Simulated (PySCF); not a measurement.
# C7H9NO: the cost of one run

The runs use PySCF 2.14.0, with density-fitted response routines of our own; the level of theory stands in each step. All values are computed, except where a source is named. Atoms count from 0, in the outputs and in this text.

### Step 1. The molecule as given

18 atoms, charge 0, multiplicity 1; geometry from: GFN2-xTB. The atoms were then displaced at random by about 0.01 Å, so the start is not that level's minimum.

Bonds of the start (Å): C0–O1 1.43, O1–C2 1.41, C2–C3 1.45, C3–C4 1.41, C4–C5 1.39, C5–N6 1.31, N6–C7 1.33, C7–C8 1.37, C8–C3 1.42, C0–H9 1.10, C0–H10 1.05, C0–H11 1.11, C2–H12 1.11, C2–H13 1.12, C4–H14 1.08, C5–H15 1.07, C7–H16 1.10, C8–H17 1.07.

### Step 2. Relaxing the molecule at PBE0-D3(BJ)/def2-SVP

The job: settings as JSON, then the geometry in Å.

```
{"job": {"xc": "PBE0", "basis": "def2-SVP", "d3": "d3bj", "grid": 1, "shake": 0.01, "kind": "geom"}, "charge": 0, "multiplicity": 1}
C      3.109940    -0.641570     0.192770
O      1.707940    -0.747020    -0.051910
C      0.975010     0.422220     0.252780
C     -0.441670     0.236550     0.009480
C     -0.990260    -0.969230    -0.478540
C     -2.359740    -1.058570    -0.670510
N     -3.195020    -0.081220    -0.429250
C     -2.698300     1.066350     0.021650
C     -1.368580     1.277240     0.286180
H      3.290910    -0.409350     1.256850
H      3.532100    -1.569650    -0.077850
H      3.534600     0.186460    -0.412450
H      1.332180     1.280560    -0.357100
H      1.133510     0.699690     1.327350
H     -0.329240    -1.796780    -0.675600
H     -2.797280    -1.965130    -1.032810
H     -3.438340     1.853670     0.205330
H     -1.025310     2.227760     0.647880
```

The run is started by

```console
> OMP_NUM_THREADS=1 python probes_run.py task.json out
```

This one command runs all jobs of the session in turn.

Q: Estimate the wall time and peak memory of this first job on 1 thread of Arm Neoverse V2, shared host.

About 99 s, with a peak of 0.7 GiB.
